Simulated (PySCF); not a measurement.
# GdH5O (Gd(H)3(H2O)-): the cost of one run

Computed with PySCF 2.14.0. Level: several levels, as the steps say, no spin–orbit coupling.

1 further run of the same task is left out (for a known fault of the program).

### 1 Where the work starts

7 atoms, charge -1, spin multiplicity 1.

Bond lengths: Gd1–H2 2.350 Å, Gd1–H3 2.326 Å, Gd1–H4 2.350 Å, Gd1–O5 2.576 Å, Gd1–H6 2.526 Å, Gd1–H7 2.526 Å, O5–H6 0.993 Å, O5–H7 0.993 Å. Angles: H2–Gd1–H3 128.1°, H2–Gd1–H4 103.0°, H2–Gd1–O5 64.9°, H2–Gd1–H6 42.6°, H2–Gd1–H7 75.5°, H3–Gd1–H4 128.1°, H3–Gd1–O5 140.4°, H3–Gd1–H6 148.6°, H3–Gd1–H7 148.6°, H4–Gd1–O5 64.9°, H4–Gd1–H6 75.5°, H4–Gd1–H7 42.6°, O5–Gd1–H6 22.4°, O5–Gd1–H7 22.4°, H6–Gd1–H7 36.2°, Gd1–O5–H6 75.9°, Gd1–O5–H7 75.9°, H6–O5–H7 104.3° and more.

As a file:

```
Gd   -0.2623   -0.3634    0.3634
H     0.3826    1.8655    0.7343
H    -1.0098   -1.9206    1.9206
H     0.3826   -0.7343   -1.8655
O    -1.1791    1.3393   -1.3393
H    -0.5707    1.8751   -0.7659
H    -0.5707    0.7659   -1.8751
```

Formal oxidation states: Gd +2. Each metal's 8 4f electrons lie in its core potential, so multiplicities, spins and levels count the valence alone. For divalent La, Ce, Gd or Lu the extra electron is normally 5d or 6s, so this core forces an excited configuration. An earlier session relaxed this geometry at PBE0, Gd lcecp-0-SVP with ECP54, H def2-SVP, O def2-SVP (singlet, point group Cs).

At PBE0 on the finer grid: E = -107.938259 Eh, frontier levels not given, since the 4f levels lie in the core, Mulliken charge on Gd1 -0.03 e, largest force component 0.007 eV/Å. 

Levels to run: TPSSh; HF; PBE0, TZVP. Hardware: 2 threads of Arm Neoverse V1, shared host.

### 2 TPSSh

File run.py (the lines that set the calculation):

```python
mol = gto.M(atom='''
Gd    -0.26228    -0.36335     0.36335
H      0.38259     1.86552     0.73434
H     -1.00978    -1.92062     1.92062
H      0.38259    -0.73434    -1.86552
O     -1.17911     1.33926    -1.33926
H     -0.57075     1.87512    -0.76591
H     -0.57075     0.76591    -1.87512''',
    basis={'Gd': 'lcecp-0-SVP', 'H': 'def2-SVP', 'O': 'def2-SVP'},
    ecp={'Gd': 'lcecp-0-SVP'},
    charge=-1, spin=0)
mf = dft.RKS(mol, xc='TPSSH')
mf.grids.atom_grid = (75, 302)  # f atoms: unpruned, at least (60, 302)
mf = mf.density_fit()  # fitting sets: Gd AutoAux, H def2-universal-JKFIT, O def2-universal-JKFIT
mf.conv_tol = 1e-08; mf.max_cycle = 55
mf.kernel(dm0)  # dm0: the density of the relaxed state
```

Run with:

```sh
$ OMP_NUM_THREADS=2 python run.py
```

**Question.** How long does this run take on 2 threads of Arm Neoverse V1, shared host?

About 5.3 s.
